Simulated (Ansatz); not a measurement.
**SrP4: a short molecular-dynamics run**

A trajectory of SrP4, a randomly packed cell with 10 atoms that was not relaxed first: 60 steps of 1.5 fs under a Langevin thermostat and barostat at 1200 K and 0 GPa.

All numbers below are computed with Ansatz 0.2.0 (DFT PBE, plane waves, PAW, scalar-relativistic, no spin polarisation).

### 1 The structure to begin with

The cell holds 10 atoms (P8Sr2): a = 5.985 Å, b = 5.878 Å, c = 6.573 Å, α = 82.09°, β = 87.66°, γ = 90.58°.

Structure file:

```
CELL_PARAMETERS angstrom
5.96368 -0.50369 0.08339
0.43446 5.86181 0.02907
0.25103 0.85576 6.51235
ATOMIC_POSITIONS crystal
Sr 0.27724 0.73435 0.56687
Sr 0.00096 0.32369 0.16092
P 0.92877 0.11977 0.63163
P 0.14723 0.85932 0.00996
P 0.31022 0.21928 0.78546
P 0.82071 0.70745 0.82503
P 0.78102 0.65093 0.44904
P 0.66524 0.91531 0.12870
P 0.49260 0.47991 0.01638
P 0.48675 0.29977 0.39467
```

### 2 The run

input.yaml reads:

```yaml
crystal:
  lattice:
    - [5.963679, -0.50369, 0.083385]
    - [0.434462, 5.861807, 0.029067]
    - [0.251027, 0.855756, 6.51235]
  atoms:
    - { symbol: Sr, position: [0.277238, 0.734345, 0.566872] }
    - { symbol: Sr, position: [0.000961, 0.323691, 0.160918] }
    - { symbol: P, position: [0.92877, 0.119768, 0.631632] }
    - { symbol: P, position: [0.147233, 0.859316, 0.009957] }
    - { symbol: P, position: [0.310219, 0.219279, 0.785465] }
    - { symbol: P, position: [0.820709, 0.707448, 0.825032] }
    - { symbol: P, position: [0.78102, 0.650928, 0.449043] }
    - { symbol: P, position: [0.665245, 0.915306, 0.128699] }
    - { symbol: P, position: [0.492597, 0.479915, 0.016381] }
    - { symbol: P, position: [0.486749, 0.299765, 0.39467] }
kpoints:
  mp_grid: { grid: [3, 3, 2] }
magnetization:
  spin_polarized: false
scf:
  occupations: { method: cold, width: 0.15 }
hamiltonian:
  pseudopotentials: { kind: paw }
  xc: pbe
basis:
  ecutwfc: 420
md:
  timestep: 1.5
  n_steps: 60
  ensemble: npt_langevin
  temperature: 1200.0
  initial_velocities: maxwell_boltzmann
  seed: 510277
  pressure: 0.0
```

Run with:

```console
$ ansatz run input.yaml --threads 2 --pin off --max-ram 2560MiB --backend cpu --events-out ev --progress --plain --runs-dir out
```

What does the calculation give? Wanted: temperature, first and last step; temperature, second half; potential energy, second half; largest change of the conserved energy; volume, first and last step; mean square displacement, second half.

**Answer**, as computed:

| quantity | value |
| --- | --- |
| length | 60 steps of 1.5 fs |
| temperature, first and last step | 1080 and 1382 K |
| temperature, second half | mean 1821 K, from 1360 to 2423 K |
| potential energy, second half | -155 meV/atom from the start |
| largest change of the conserved energy | 0.25 meV/atom |
| volume, first and last step | 22.88 and 24.92 Å³/atom |
| mean square displacement, second half | P 0.266, Sr 0.056 Å² |

Against a set 1200 K the second half averages 1821 K, going from 2318 to 1382 K over that half. The conserved energy strays from its start by at most 0.25 meV/atom, 0.1 % of the mean kinetic energy, which is good for a step of 1.5 fs. The bonding pattern changes, first at 67.5 fs: P8–P9 forms. Over the second half P atoms stand 0.5 Å (root mean square) from where they began, and the farthest move is 0.8 Å. The volume changes by +8.9 % from first to last step, and is still moving at the end, so it is no equilibrium value. A run of 90 fs with 10 atoms shows the motion but fixes no equilibrium value. The k-mesh is coarse for this cell.
